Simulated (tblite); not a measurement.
# FH10NSi4: the cost of one run

Programs: tblite 0.8.0 and PySCF 2.14.0. All values are calculated, for the isolated system unless a continuum is named. Atoms count from 0, parts from 1.

### Step 1. The system as given

16 atoms, charge 0, multiplicity 1; geometry: distance geometry start.

### Step 2. Relaxing the cluster with GFN2-xTB

What the job is given:

```
{"job": {"kind": "relax", "xc": "GFN2-xTB", "basis": "xTB"}, "charge": 0, "multiplicity": 1}
Si     0.941684    -0.020704    -0.761613
Si     3.147010     0.130750    -0.630207
Si     0.344774    -2.170101    -0.899711
N      0.171747     0.691837     0.721534
Si     0.758528     0.047022     2.307646
F      0.375995     0.793896    -2.133276
H      3.696411    -1.148043    -0.406601
H      3.477402     1.012681     0.398004
H      3.659665     0.643227    -1.869592
H      0.991837    -2.759876    -2.043612
H      0.758590    -2.842395     0.250338
H     -1.065847    -2.265259    -1.051149
H     -0.006677     1.694015     0.683572
H      1.449509     1.065984     3.030708
H     -0.344878    -0.414306     3.076483
H      1.692907    -1.001947     2.077037
```

Level: GFN2-xTB geometry optimisation, gas phase.

Run with:

```bash
$ OMP_NUM_THREADS=1 python cluster_run.py task.json out
```

The driver reads the jobs from task.json and runs them one after another.

**Question.** How long does this first job take on 1 thread of Intel Xeon 6975P-C, shared host?

About 4.6 s.
